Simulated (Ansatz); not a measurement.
# Al2Cu (Khatyrkite): the cost of one run

Method: DFT, PBE, plane-wave PAW, default files, scalar-relativistic, frozen cores, as far as a step names no other, in Ansatz 0.2.0.

**1. The structure to begin with**

Symmetry: I4/mcm, No. 140, tetragonal system. The conventional cell has a = 6.067 Å, b = 6.067 Å, c = 4.877 Å, α = 90.00°, β = 90.00°, γ = 90.00°. Al (site symmetry m2m) is surrounded by 4 Cu at 2.59 Å and 3 Al at 2.71 to 2.90 Å. Cu (site symmetry 422) is surrounded by 2 Cu at 2.44 Å and 8 Al at 2.59 Å.

Coordinates:

```xyz
6
Lattice="-3.0335 3.0335 2.4385 3.0335 -3.0335 2.4385 3.0335 3.0335 -2.4385" Properties=species:S:1:pos:R:3 pbc="T T T"
Al    0.9592    3.9927    0.0000
Al    2.0743    0.9592    0.0000
Al    2.0743   -0.9592    2.4385
Al    0.9592    2.0743    2.4385
Cu    0.0000    0.0000    1.2192
Cu    0.0000    0.0000    3.6578
```

The earlier run gave: no gap over 0.1 eV on the mesh, largest force 0.006 eV/Å, pressure -0.3 GPa.

The printed gradients, by site:

| site | atoms | first shell | V_zz (10²¹ V/m²) | η | C_Q (MHz) |
| --- | --- | --- | --- | --- | --- |
| Al | 1, 2, 3, 4 | 4 Cu at 2.59 Å, 11 Al at 2.71–3.23 Å | -0.72 | 0.66 | -2.57 (²⁷Al) |
| Cu | 5, 6 | 2 Cu at 2.44 Å, 8 Al at 2.59 Å | -2.73 | 0.00 | 14.5 (⁶³Cu) |

C_Q = eQV_zz/h, which is 24.18 MHz for Q = 1 b and V_zz = 10²¹ V/m²; η = (V_xx − V_yy)/V_zz. Q values from Pyykkö, Mol. Phys. 116, 1328 (2018).

**2. Ions relaxed at fixed cell**

input.yaml reads:

```yaml
crystal:
  lattice:
    - [-3.0335, 3.0335, 2.4385]
    - [3.0335, -3.0335, 2.4385]
    - [3.0335, 3.0335, -2.4385]
  atoms:
    - { symbol: Al, position: [0.6581, 0.1581, 0.8162] }
    - { symbol: Al, position: [0.1581, 0.3419, 0.5] }
    - { symbol: Al, position: [0.3419, 0.8419, 0.1838] }
    - { symbol: Al, position: [0.8419, 0.6581, 0.5] }
    - { symbol: Cu, position: [0.25, 0.25, 0.0] }
    - { symbol: Cu, position: [0.75, 0.75, 0.0] }
kpoints:
  mp_grid: { grid: [12, 12, 12] }
scf:
  occupations: { method: fermi_dirac, width: 0.05 }
hamiltonian:
  xc: pbe
  pseudopotentials: { kind: paw, frozen_core: stored }
output:
  forces: true
  stress: true
  populations: true
  efg: { quadrupole_moments_barn: { Al: 0.1466, Cu: -0.22 } }
  write_density: true
  write_potential: true
  elf: true
  volumetric_format: npy
relax:
  f_tol: 0.02
  max_steps: 60
```

Launch:

```console
ansatz run input.yaml --threads 1 --pin off --max-ram 3072MiB --backend cpu --events-out ev --progress --plain --runs-dir out
```

What time and memory should one allow on 1 thread of Intel Xeon at 2.50GHz (Skylake/Cascade Lake), shared host?

About 2 min, with a peak of 0.71 GiB.
